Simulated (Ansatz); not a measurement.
# Ti (distorted cell): a check of forces and pressure against finite differences

Program: the Python package of Ansatz (0.2.0).

`fdcheck_ti.py`
```python
# -*- coding: utf-8 -*-
'''Do the forces of Ti match the slope of the free energy, distorted.'''

import ansatz as az
import numpy as np

vectors0 = np.array([
    [-1.61734, 1.64996, 1.66852],
    [1.6265, -1.62823, 1.65595],
    [1.63366, 1.64454, -1.64679],
])
sites = [
    ('Ti', (0.0, 0.0, 0.0)),
]


def build(cell):
    crystal = az.Crystal(lattice=az.Lattice.of(cell))
    for symbol, position in sites:
        crystal = crystal.atom(symbol, position)
    return crystal


def main():
    def solve(crystal):
        return (
            crystal.calculation()
            .occupations('fermi_dirac', width=0.1)
            .functional('pbesol', dispersion='d4')
            .basis(540, xc_grid=2)
            .kpoints(8, 8, 8)
            .scf(tolerance=1e-09)
            .forces()
            .stress()
            .run(threads=1)
        ).report


    centre = solve(build(vectors0))
    start = build(vectors0)
    # move one atom both ways along a Cartesian axis
    # P = -dF/dV; the difference feels the change of the plane-wave count with the cell
    volume = abs(np.linalg.det(vectors0))
    larger, smaller = (solve(build(vectors0 * (1 + sign * 0.005) ** (1 / 3)))['lagrangian_ev'] for sign in (1, -1))
    numerical = -(larger - smaller) / (0.01 * volume) * 160.21766
    print(f'pressure: analytic {np.trace(centre["stress_gpa"]) / 3:.3f}, numerical {numerical:.3f} GPa')


if __name__ == '__main__':
    main()
```

```console
$ python fdcheck_ti.py
DeckWarning: output.stress: scf.convergence.dr2_threshold = 1e-9 eV is looser than the 1e-10 eV advised for a printed stress (1e-10 eV for each atom of the cell: 1). What an SCF threshold leaves in a stress goes as its square root, and in the free energy as the threshold itself, and one threshold admits the most on a [...]
pressure: analytic -8.320, numerical -8.318 GPa
```
(Warnings from the package without file and line, shortened.)

What to keep in mind:
- Dispersion corrections can be off by several per cent in the lattices of metals, and by several GPa in the pressure at a fixed cell.
- The mesh is modest for a metal, so energies can be off by several to tens of meV an atom and pressures by half a GPa or more; differences at equal mesh fare better.
- Pressure is positive in compression.
- The cell is a database structure, distorted on purpose.
- The central difference errs as the square of the step, so the shorter step is the fairer test; what remains comes from the finite grid and the SCF threshold.
- It ran for 15 s on 1 thread of Intel(R) Xeon(R) Processor @ 2.30GHz (shared host), peak memory 0.54 GiB.
